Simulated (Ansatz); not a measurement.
The system is GdO.

```
Gd O
1.0
     0.00000    2.70000    2.70000
     2.70000    0.00000    2.70000
     2.70000    2.70000    0.00000
Gd O
1 1
Direct
  0.00000 0.00000 0.00000
  0.75000 0.75000 0.75000
```

Base run:

| Property | Result |
| --- | --- |
| Program | Ansatz 0.2.0 |
| Functional | PBEsol |
| Potentials or basis | all-electron LAPW, scalar-relativistic |
| Cutoff | 328 eV |
| Density cutoff | 1312 eV |
| Basis error allowed | 0.001 eV/atom |
| k mesh | 9 × 9 × 9 |
| Occupations | fermi-dirac, width 0.05 eV |
| Spin | collinear spin, ferromagnetic start |
| Starting moments | [7.0, 0.0] μB |

Its results: pressure -4.5 GPa; net moment 7.50 μB per cell; site moments Gd +7.01; O -0.02 μB.

Problem. After a change of settings the same cell gave: pressure 1.9 GPa; net moment 6.02 μB per cell; site moments Gd +6.24; O -0.01 μB. Which change was it?
A. potentials or basis from all-electron LAPW, scalar-relativistic to all-electron LAPW, inner shells corrected to Dirac's equation
B. potentials or basis from all-electron LAPW, scalar-relativistic to all-electron LAPW, non-relativistic
C. k mesh from 9 × 9 × 9 to 7 × 7 × 7
D. functional from PBEsol to PBE

Solution. B.

Caveats: an open f shell can end in a state above the lowest; a cell with one magnetic atom can't hold antiferromagnetic order, which such compounds often take; relativity is left out, which matters for the heavier elements (some runs).

Not every run made on this cell is shown here.
